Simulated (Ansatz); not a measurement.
# WSb: the cost of one run

Method: DFT r²SCAN, scalar-relativistic, plane waves, PAW, in Ansatz 0.2.0.

2 further runs of the same task are left out: 1 that didn't finish, 1 set aside as unsound or not needed.

### 1 The starting structure

It takes space group F-43m (No. 216, cubic). The conventional cell has a = 6.108 Å, b = 6.108 Å, c = 6.108 Å, α = 90.00°, β = 90.00°, γ = 90.00°. Around W (site symmetry -43m) lie 4 Sb at 2.64 Å. Sb (site symmetry -43m) is surrounded by 4 W at 2.64 Å.

Structure file:

```
W Sb
1.0
     0.00000    3.05379    3.05379
     3.05379    0.00000    3.05379
     3.05379    3.05379    0.00000
W Sb
1 1
Cartesian
  0.0000 0.0000 0.0000
  1.5269 1.5269 1.5269
```

This cell comes from an earlier session at r²SCAN: 28.479 Å³/atom at 0.00 GPa, on a 10×10×10 mesh.

The changes: atom 2 (Sb) moved 0.02 Å along y; strain e3 = -0.02, atoms carried along; all atoms moved at random (σ = 0.1 Å), cell strained at random (1 %).

### 2 Atom 2 (Sb) moved 0.02 Å along y

Contents of input.yaml:

```yaml
crystal:
  lattice:
    - [0.0, 3.053790242, 3.053790242]
    - [3.053790242, 0.0, 3.053790242]
    - [3.053790242, 3.053790242, 0.0]
  atoms:
    - { symbol: W, position: [0.0, 0.0, 0.0] }
    - { symbol: Sb, position: [0.2532746191, 0.2467253809, 0.2532746191] }
basis:
  ecutwfc: 500
  ecutrho_ratio: 4
kpoints:
  mp_grid: { grid: [10, 10, 10] }
hamiltonian:
  xc: r2scan
scf:
  occupations: { method: gaussian, width: 0.05 }
output:
  forces: true
  stress: true
  eigenvalues: true
  write_density: true
  write_potential: true
  elf: true
  volumetric_format: npy
```

Run with:

```
$ ansatz run input.yaml --threads 2 --pin off --max-ram 2662MiB --backend cpu --events-out ev --progress --plain --runs-dir out
```

**Question.** How long does this run take on 2 threads of Arm Neoverse V2, shared host, and how much memory does it need?

About 28 s, with a peak of 0.61 GiB.
